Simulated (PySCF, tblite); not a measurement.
# C22H15BO: electronic excitations, NMR shifts

What do calculations give for the electronic excitations, NMR shifts of C22H15BO (`B1C=Cc2c(c3ccccc3c3c4c(ccc23)\C=C/C=C\C=C/4)O1`)?

Programs: tblite 0.8.0 and PySCF 2.14.0, with routines of our own; each step states its level. All values are computed. Atoms count from 0.

### Step 1. The system as given

39 atoms, charge 0, multiplicity 1; geometry from: force field, distance geometry or constructed start.

### Step 2. Optimising the geometry with GFN2-xTB

The job: settings as JSON, then the geometry in Å.

```
{"job": {"kind": "relax", "xc": "GFN2-xTB", "basis": "xTB"}, "charge": 0, "multiplicity": 1}
B     -4.942200     1.709500     0.072300
C     -4.062600     2.979700    -0.002700
C     -2.726000     2.844300    -0.039000
C     -2.039400     1.513800    -0.051300
C     -2.831900     0.336400     0.060400
C     -2.233000    -0.929600     0.061400
C     -3.035800    -2.085700     0.068900
C     -2.461900    -3.348400    -0.048600
C     -1.090200    -3.478400    -0.223600
C     -0.282600    -2.344300    -0.212300
C     -0.818600    -1.055000     0.017600
C     -0.001800     0.114700     0.101500
C      1.404400     0.074000     0.392700
C      2.196200     1.237200     0.211200
C      1.580200     2.433700    -0.167300
C      0.203300     2.515400    -0.284800
C     -0.618700     1.392300    -0.082700
C      3.634100     1.310400     0.550800
C      4.583800     0.543800     0.015000
C      4.328300    -0.568700    -0.913400
C      3.622200    -1.650600    -0.576700
C      2.983500    -1.823700     0.735700
C      1.983400    -1.049500     1.173400
O     -4.237700     0.411500     0.114200
H     -6.124500     1.773500     0.131800
H     -4.523500     3.957000     0.018400
H     -2.175000     3.771700    -0.031100
H     -4.115100    -2.022200     0.145600
H     -3.093900    -4.231500    -0.060200
H     -0.656300    -4.453200    -0.385000
H      0.758500    -2.491500    -0.468500
H      2.173900     3.325700    -0.312700
H     -0.185600     3.480200    -0.568500
H      3.964200     2.159900     1.146900
H      5.620500     0.805600     0.190800
H      4.878000    -0.583500    -1.850100
H      3.626400    -2.501700    -1.255900
H      3.235800    -2.707300     1.304700
H      1.474200    -1.345000     2.080000
```

Run with:

```console
OMP_NUM_THREADS=1 python large_run.py task.json out
```

The driver reads the jobs from task.json and runs them one after another.

The log of the run:

```text
step      E/eV     max force
  0   -1633.05912    3.311
  1   -1633.42505    1.368
  2   -1633.55266    0.914
  3   -1633.62108    0.728
  4   -1633.68291    0.642
  5   -1633.71410    0.470
  6   -1633.74411    0.439
  7   -1633.76853    0.387
  8   -1633.78450    0.211
  9   -1633.79443    0.191
 10   -1633.80070    0.153
 11   -1633.80479    0.134
 12   -1633.80716    0.118
 13   -1633.80884    0.097
 14   -1633.81045    0.104
 15   -1633.81202    0.094
 16   -1633.81355    0.074
 17   -1633.81505    0.087
 18   -1633.81647    0.069
 19   -1633.81782    0.085
 20   -1633.81918    0.081
 21   -1633.82053    0.081
 22   -1633.82180    0.070
 23   -1633.82288    0.061
 24   -1633.82380    0.060
 25   -1633.82465    0.051
 26   -1633.82542    0.045
 27   -1633.82600    0.045
 28   -1633.82647    0.047
 29   -1633.82692    0.048
 30   -1633.82741    0.045
 31   -1633.82792    0.043
 32   -1633.82844    0.046
 33   -1633.82899    0.053
 34   -1633.82960    0.053
 35   -1633.83024    0.047
 36   -1633.83088    0.044
 37   -1633.83153    0.059
 38   -1633.83220    0.054
 39   -1633.83289    0.043
 40   -1633.83356    0.044
 41   -1633.83418    0.042
 42   -1633.83473    0.043
 43   -1633.83518    0.039
 44   -1633.83552    0.028
 45   -1633.83575    0.028
 46   -1633.83594    0.024
 47   -1633.83612    0.025
 48   -1633.83629    0.020
 49   -1633.83643    0.021
 50   -1633.83658    0.021
 51   -1633.83673    0.027
 52   -1633.83693    0.026
 53   -1633.83715    0.023
 54   -1633.83741    0.029
 55   -1633.83768    0.028
 56   -1633.83797    0.034
 57   -1633.83826    0.030
 58   -1633.83854    0.032
 59   -1633.83878    0.028
 60   -1633.83899    0.024
 61   -1633.83917    0.022
 62   -1633.83935    0.030
 63   -1633.83955    0.034
 64   -1633.83979    0.028
 65   -1633.84006    0.030
 66   -1633.84032    0.025
 67   -1633.84056    0.031
 68   -1633.84079    0.029
 69   -1633.84102    0.026
 70   -1633.84124    0.029
 71   -1633.84145    0.028
 72   -1633.84169    0.027
 73   -1633.84200    0.029
 74   -1633.84237    0.033
 75   -1633.84276    0.033
 76   -1633.84311    0.028
 77   -1633.84343    0.028
 78   -1633.84373    0.031
 79   -1633.84402    0.031
 80   -1633.84433    0.033
 81   -1633.84465    0.038
 82   -1633.84501    0.039
 83   -1633.84537    0.030
 84   -1633.84572    0.032
 85   -1633.84607    0.031
 86   -1633.84647    0.036
 87   -1633.84700    0.048
 88   -1633.84759    0.045
 89   -1633.84813    0.036
 90   -1633.84856    0.030
 91   -1633.84888    0.027
 92   -1633.84914    0.025
 93   -1633.84932    0.021
 94   -1633.84945    0.020
```

It took 4.2 s on 1 thread of Arm Neoverse N1, shared host; peak memory 0.18 GiB.

The steps of the relaxation:

| step | energy from step 0 (eV) | largest force (eV/Å) |
| --- | --- | --- |
| 0 | 0.0000 | 3.3109 |
| 1 | -0.3659 | 1.3681 |
| 2 | -0.4935 | 0.9140 |
| 3 | -0.5620 | 0.7277 |
| 4 | -0.6238 | 0.6419 |
| 5 | -0.6550 | 0.4698 |
| 6 | -0.6850 | 0.4382 |
| 7 | -0.7094 | 0.3871 |
| 8 | -0.7254 | 0.2111 |
| 15 | -0.7529 | 0.0945 |
| 22 | -0.7627 | 0.0697 |
| 30 | -0.7683 | 0.0450 |
| 37 | -0.7724 | 0.0589 |
| 45 | -0.7766 | 0.0278 |
| 52 | -0.7778 | 0.0263 |
| 60 | -0.7799 | 0.0239 |
| 67 | -0.7814 | 0.0301 |
| 75 | -0.7836 | 0.0334 |
| 82 | -0.7859 | 0.0390 |
| 90 | -0.7894 | 0.0297 |
| 91 | -0.7898 | 0.0272 |
| 92 | -0.7900 | 0.0253 |
| 93 | -0.7902 | 0.0212 |
| 94 | -0.7903 | 0.0199 |

Close pairs (by a distance rule), those that changed most:

| bond | before (Å) | after (Å) | change (Å) |
| --- | --- | --- | --- |
| B0–O23 | 1.477 | 1.357 | -0.121 |
| C4–O23 | 1.409 | 1.336 | -0.073 |
| C2–C3 | 1.497 | 1.431 | -0.066 |
| C3–C4 | 1.424 | 1.386 | -0.037 |
| C4–C5 | 1.401 | 1.436 | +0.036 |
| C12–C13 | 1.419 | 1.389 | -0.030 |
| C10–C11 | 1.429 | 1.451 | +0.022 |
| C3–C16 | 1.426 | 1.448 | +0.022 |

The end geometry stands in the next job.

### Step 3. Infrared spectrum with GFN2-xTB

The job: settings as JSON, then the geometry in Å.

```
{"job": {"kind": "ir", "xc": "GFN2-xTB", "basis": "xTB"}, "charge": 0, "multiplicity": 1}
B     -4.856119     1.649888     0.062029
C     -4.041810     2.909381    -0.215279
C     -2.691939     2.789075    -0.284359
C     -2.041198     1.526278    -0.110563
C     -2.838507     0.411000     0.095479
C     -2.263949    -0.904080     0.148521
C     -3.105205    -2.026128     0.174518
C     -2.590844    -3.295012     0.091202
C     -1.216491    -3.460711    -0.054582
C     -0.376339    -2.371299    -0.046300
C     -0.861102    -1.063013     0.103976
C     -0.008971     0.110752     0.147835
C      1.381828     0.041224     0.418006
C      2.168696     1.183874     0.350404
C      1.583357     2.403844     0.002175
C      0.232155     2.500316    -0.192072
C     -0.601161     1.378969    -0.076684
C      3.601466     1.232489     0.694304
C      4.587499     0.600805     0.068306
C      4.421673    -0.399021    -0.985157
C      3.714275    -1.509555    -0.813394
C      3.027931    -1.845217     0.438126
C      1.998446    -1.185855     0.957614
O     -4.168687     0.486837     0.187399
H     -6.018095     1.566411     0.178906
H     -4.473250     3.890845    -0.359293
H     -2.085232     3.662348    -0.478551
H     -4.170387    -1.865641     0.236730
H     -3.244307    -4.154364     0.107133
H     -0.805664    -4.451170    -0.185462
H      0.676400    -2.530966    -0.196913
H      2.207709     3.282858    -0.074479
H     -0.182877     3.469747    -0.413466
H      3.846324     1.968654     1.451907
H      5.615485     0.826364     0.329949
H      4.978890    -0.230348    -1.898616
H      3.685720    -2.270496    -1.585051
H      3.379150    -2.750796     0.921598
H      1.529979    -1.557831     1.862681
```

The log of the run:

```text
mode    cm-1     km/mol
  1      30.5      0.03
  2      43.7      0.25
  3      59.3      0.11
  4      87.5      0.78
  5     106.8      0.06
  6     120.5      0.08
  7     154.7      0.20
  8     214.7      0.12
  9     217.9      0.81
 10     229.0      0.13
 11     241.8      0.09
 12     246.6      0.47
 13     289.1      0.09
 14     296.7      1.02
 15     331.4      1.11
 16     360.0      0.31
 17     367.4      0.13
 18     382.9      1.87
 19     400.2      1.71
 20     407.0      0.74
 21     436.1      0.25
 22     451.0      0.14
 23     484.9      0.46
 24     508.0      2.31
 25     527.9      1.57
 26     542.5      0.18
 27     552.1      2.03
 28     558.3      1.92
 29     580.6      3.31
 30     622.0      3.81
 31     641.0      3.08
 32     650.2      2.90
 33     663.6      5.21
 34     691.9      7.85
 35     703.9      5.04
 36     726.8     15.97
 37     736.2     10.27
 38     745.1     10.24
 39     759.5      0.51
 40     776.5     12.97
 41     784.6     21.35
 42     800.0      9.21
 43     817.8      9.72
 44     827.8     50.56
 45     830.7      6.47
 46     858.8      7.86
 47     875.9      0.80
 48     893.7      1.92
 49     899.9      1.94
 50     908.2      0.20
 51     911.9      0.52
 52     917.3      0.50
 53     923.3      0.20
 54     931.8      1.28
 55     934.2     23.29
 56     945.4      0.34
 57     978.0      2.30
 58     984.0      1.38
 59     999.0      0.24
 60    1019.7      0.75
 61    1075.0     10.15
 62    1100.8      0.64
 63    1115.2      9.72
 64    1141.7      7.89
 65    1161.2      3.86
 66    1182.4      1.28
 67    1185.4      0.15
 68    1191.2      9.66
 69    1203.3      7.87
 70    1213.0     29.64
 71    1220.4     11.50
 72    1229.0      0.90
 73    1241.6      1.29
 74    1249.9     28.48
 75    1263.9      5.32
 76    1279.4      1.45
 77    1312.1      1.95
 78    1325.4      8.29
 79    1337.1      1.78
 80    1347.8     13.52
 81    1360.9     18.87
 82    1370.7      7.56
 83    1391.7      3.13
 84    1409.8      1.96
 85    1425.3      2.68
 86    1434.5      4.51
 87    1481.3     10.24
 88    1483.0     33.60
 89    1529.9     28.86
 90    1556.0      1.21
 91    1572.9     24.80
 92    1588.6     38.06
 93    1597.4      5.21
 94    1688.2      0.91
 95    1697.2      0.20
 96    1704.4      0.31
 97    2640.7    260.75
 98    3013.1     11.60
 99    3019.2     15.63
100    3024.1     15.11
101    3027.7     57.32
102    3033.5     94.28
103    3043.1     89.55
104    3055.3     31.70
105    3070.5     97.34
106    3073.4     20.71
107    3077.4     15.05
108    3088.5     56.20
109    3104.1     29.13
110    3110.0     37.06
111    3151.6      7.77
```

Run time: 9.5 s. Hardware: 1 thread of Arm Neoverse N1, shared host; peak memory 0.18 GiB.

The strongest bands and the atoms that carry them (share of the mass-weighted mode):

| cm⁻¹ | km/mol | atoms |
| --- | --- | --- |
| 828 | 50.6 | H25 23 %, H26 21 %, H24 17 %, B0 12 % |
| 1589 | 38.1 | C2 16 %, C1 14 %, C14 12 %, C15 11 % |
| 2641 | 260.8 | H24 92 % |
| 3028 | 57.3 | H38 44 %, H37 32 %, H36 12 % |
| 3034 | 94.3 | H33 55 %, H34 33 % |
| 3043 | 89.5 | H35 73 %, H36 15 % |
| 3070 | 97.3 | H25 46 %, H26 38 % |
| 3088 | 56.2 | H28 54 %, H29 27 %, H27 10 % |

### Step 4. Electronic excitations: TDDFT PBE0/6-31G*

The job, as its differences from that of step 3:

```diff
@@ -1,2 +1,2 @@
-{"job": {"kind": "ir", "xc": "GFN2-xTB", "basis": "xTB"}, "charge": 0, "multiplicity": 1}
+{"job": {"kind": "uv", "basis": "6-31G*", "grid": 1, "kgrid": 0, "vcut": 1.5, "nstates": 6, "ntriplets": 2, "tda": false, "delta": [], "pop": true, "xc": "PBE0"}, "charge": 0, "multiplicity": 1}
 B     -4.856119     1.649888     0.062029
```

Level: TDDFT PBE0/6-31G*, vertical, gas phase, core orbitals frozen in the response, virtual orbitals cut by energy.

The log of the run:

```text
start: PBE on a coarse grid of 33235 points
cycle   1  E = -946.2482192360  dE =  4.123e+00  |g| = 9.673e-01  |ddm| = 7.621e+00
cycle   2  E = -945.9277267371  dE =  3.205e-01  |g| = 1.529e+00  |ddm| = 3.058e+00
cycle   3  E = -946.4353858675  dE = -5.077e-01  |g| = 4.779e-01  |ddm| = 2.225e+00
cycle   4  E = -946.4924988429  dE = -5.711e-02  |g| = 1.427e-01  |ddm| = 7.078e-01
cycle   5  E = -946.4976578882  dE = -5.159e-03  |g| = 6.518e-02  |ddm| = 2.353e-01
cycle   6  E = -946.4986443742  dE = -9.865e-04  |g| = 1.550e-02  |ddm| = 8.260e-02
cycle   7  E = -946.4986770158  dE = -3.264e-05  |g| = 1.018e-02  |ddm| = 2.918e-02
cycle   8  E = -946.4987061689  dE = -2.915e-05  |g| = 2.561e-03  |ddm| = 1.353e-02
final grid: 145788 points
cycle   9  E = -946.3318908950  dE = -1.089e-02  |g| = 5.485e-02  |ddm| = 1.230e+00
cycle  10  E = -946.3316960873  dE =  1.948e-04  |g| = 6.620e-02  |ddm| = 1.358e-01
cycle  11  E = -946.3326235676  dE = -9.275e-04  |g| = 1.628e-02  |ddm| = 7.879e-02
cycle  12  E = -946.3326791427  dE = -5.558e-05  |g| = 4.408e-03  |ddm| = 2.064e-02
cycle  13  E = -946.3326804403  dE = -1.298e-06  |g| = 2.083e-03  |ddm| = 7.205e-03
cycle  14  E = -946.3326815261  dE = -1.086e-06  |g| = 5.260e-04  |ddm| = 3.263e-03
cycle  15  E = -946.3326844206  dE = -2.894e-06  |g| = 1.903e-04  |ddm| = 8.029e-04
cycle  16  E = -946.3326821741  dE =  2.246e-06  |g| = 6.561e-05  |ddm| = 2.850e-04
converged SCF energy = -946.3326821741

Static polarisability (au): isotropic 251.398, principal 103.569 294.698 355.928

Singlet excitations
state   eV       nm        f      main configurations
  1   3.7865    327.4   0.11175   H->L 0.81
  2   3.8919    318.6   0.00680   H-1->L 0.49, H->L+1 0.39
  3   4.1824    296.4   0.05556   H->L+2 0.85
  4   4.3214    286.9   0.18870   H-1->L 0.37, H->L+1 0.34, H-2->L 0.12
  5   4.4209    280.5   0.04473   H-2->L 0.45, H-1->L+1 0.21, H-1->L+2 0.17
  6   4.6665    265.7   0.19528   H-1->L+1 0.36, H-2->L 0.20, H-2->L+1 0.14

Triplet excitations (Tamm-Dancoff, eV): 2.7623 3.2777
```

It took 2.4 min on 1 thread of Arm Neoverse N1, shared host; peak memory 0.72 GiB.

Frontier orbitals and where they lie:

| orbital | eV | atoms |
| --- | --- | --- |
| HOMO−4 | -7.43 | C22 20 %, C21 14 %, C18 12 % |
| HOMO−3 | -7.29 | C17 12 %, C20 12 %, C13 8 % |
| HOMO−2 | -6.57 | C20 13 %, C17 12 %, C19 11 % |
| HOMO−1 | -6.29 | C11 12 %, C7 11 %, C14 11 % |
| HOMO | -5.84 | C3 12 %, C4 12 %, C13 10 % |
| LUMO | -1.41 | C1 13 %, C4 13 %, C8 10 % |
| LUMO+1 | -0.90 | C14 14 %, C11 13 %, C16 12 % |
| LUMO+2 | -0.83 | C2 12 %, C12 11 %, B0 10 % |
| LUMO+3 | -0.09 | C20 16 %, C19 15 %, C17 11 % |

With each of the 6 states as a Gaussian band of 0.4 eV half-width at 1/e, the curve within the window shown has maxima at 281 nm (ε 16,000) L/(mol cm). Beyond the last state computed it falls off for lack of states. The curve at chosen wavelengths:

| nm | ε (L/mol/cm) |
| --- | --- |
| 250 | 5403 |
| 256 | 8457 |
| 261 | 11044 |
| 267 | 13716 |
| 272 | 15308 |
| 278 | 16293 |
| 283 | 16353 |
| 289 | 15667 |
| 294 | 14652 |
| 300 | 13167 |
| 306 | 11630 |
| 311 | 10426 |
| 317 | 9124 |
| 322 | 8150 |
| 328 | 7078 |
| 333 | 6238 |
| 339 | 5276 |
| 345 | 4366 |
| 350 | 3659 |
| 356 | 2889 |
| 361 | 2326 |
| 367 | 1752 |
| 372 | 1358 |
| 378 | 980 |
| 383 | 734 |
| 389 | 510 |

Further results of this job:

| property | computed |
| --- | --- |
| dipole moment (D) | 2.40 |
| polarisability (Å³) | 37.25 |
| HOMO–LUMO gap (eV) | 4.44 |
| −ε(HOMO) (eV) | 5.84 |

[end of part 1 of 2]
